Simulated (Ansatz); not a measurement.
**HfC: stress in a strained cell**

Aim: deform HfC (equal xx and yy strain of +2 %) and compute stress, forces and field gradients with LAPW, PAW and all-electron datasets made for the crystal.

Program: Ansatz 0.2.0. Level of theory: DFT LDA, scalar-relativistic. These are calculated values, not measurements.

### Step 1. The starting structure

The structure is cubic, space group Fm-3m (No. 225). The conventional cell has a = 4.650 Å, b = 4.650 Å, c = 4.650 Å, α = 90.00°, β = 90.00°, γ = 90.00°. Hf (site symmetry m-3m) has 6 C at 2.33 Å as nearest neighbours. C (site symmetry m-3m) has 6 Hf at 2.33 Å as nearest neighbours.

Structure file:

```cif
data_structure
_symmetry_space_group_name_H-M 'P 1'
_symmetry_Int_Tables_number 1
_cell_length_a 3.2880
_cell_length_b 3.2880
_cell_length_c 3.2880
_cell_angle_alpha 60.000
_cell_angle_beta 60.000
_cell_angle_gamma 60.000
_cell_volume 25.14
loop_
_atom_site_label
_atom_site_type_symbol
_atom_site_fract_x
_atom_site_fract_y
_atom_site_fract_z
_atom_site_occupancy
Hf1 Hf 0.50000 0.50000 0.50000 1
C1 C 0.00000 0.00000 0.00000 1
```

Atoms are numbered in the order of the input: Hf1, C2.

### Step 2. After the deformation

Space group Fm-3m before, I4/mmm after.

### Step 3. Full-potential LAPW

Input file input.yaml:

```yaml
crystal:
  lattice:
    - [0.0, 2.3715, 2.325]
    - [2.3715, 0.0, 2.325]
    - [2.3715, 2.3715, 0.0]
  atoms:
    - { symbol: Hf, position: [0.5, 0.5, 0.5] }
    - { symbol: C, position: [0.0, 0.0, 0.0] }
kpoints:
  mp_grid: { grid: [12, 12, 12] }
  band_path:
    path:
      - [0.0, 0.0, 0.0]
      - [0.0, 0.5, 0.5]
      - [0.25, 0.75, 0.5]
      - [0.0, 0.5, 0.0]
      - [0.0, 0.0, 0.0]
      - [0.5, 0.5, 0.0]
      - [0.38005, 0.61995, 0.0]
      - [-0.38005, 0.38005, 0.0]
      - [0.0, 0.0, 0.0]
    npoints: 5
scf:
  occupations: { method: fermi_dirac, width: 0.05 }
hamiltonian:
  xc: lda
  pseudopotentials: { kind: all_electron, lapw: { basis_error: 0.00025 } }
output:
  forces: true
  stress: true
  eigenvalues: true
```

On the command line:

```
$ ansatz run input.yaml --threads 1 --pin off --max-ram 3072MiB --backend cpu --events-out ev --progress --plain --runs-dir out
```

### Step 4. PAW with frozen cores

Input file input.yaml:

```yaml
crystal:
  lattice:
    - [0.0, 2.3715, 2.325]
    - [2.3715, 0.0, 2.325]
    - [2.3715, 2.3715, 0.0]
  atoms:
    - { symbol: Hf, position: [0.5, 0.5, 0.5] }
    - { symbol: C, position: [0.0, 0.0, 0.0] }
kpoints:
  mp_grid: { grid: [12, 12, 12] }
scf:
  occupations: { method: fermi_dirac, width: 0.05 }
hamiltonian:
  xc: lda
  pseudopotentials: { kind: paw }
output:
  forces: true
  stress: true
  eigenvalues: true
  efg: { contact_densities: true }
```

### Step 5. Datasets made for this crystal

Edit input.yaml of step 4 so:

```diff
@@ -14,3 +14,3 @@
   xc: lda
-  pseudopotentials: { kind: paw }
+  pseudopotentials: { kind: all_electron, datasets: crystal }
 output:
```

(Steps that only read results are left out.)

What does the calculation give? Wanted: pressure; largest shear or deviatoric stress.

The runs gave:

| quantity | value |
| --- | --- |
| pressure | LAPW -19.40, PAW -19.48, crystal datasets -19.40 GPa |
| largest shear or deviatoric stress (LAPW) | 4.20 GPa |

In words: The largest part of the stress beyond the pressure is 4.20 GPa in size, in the zz component; the atoms are carried along and not relaxed. No run of the undeformed cell stands beside it, so the pressure holds what the given cell had before the change. PAW: stress within 0.08 GPa of LAPW. Crystal datasets: stress within 0.01 GPa of LAPW. Spin-orbit coupling is left out, though the cell holds Hf; in elements this heavy it can shift bands and gaps by tenths of an eV.
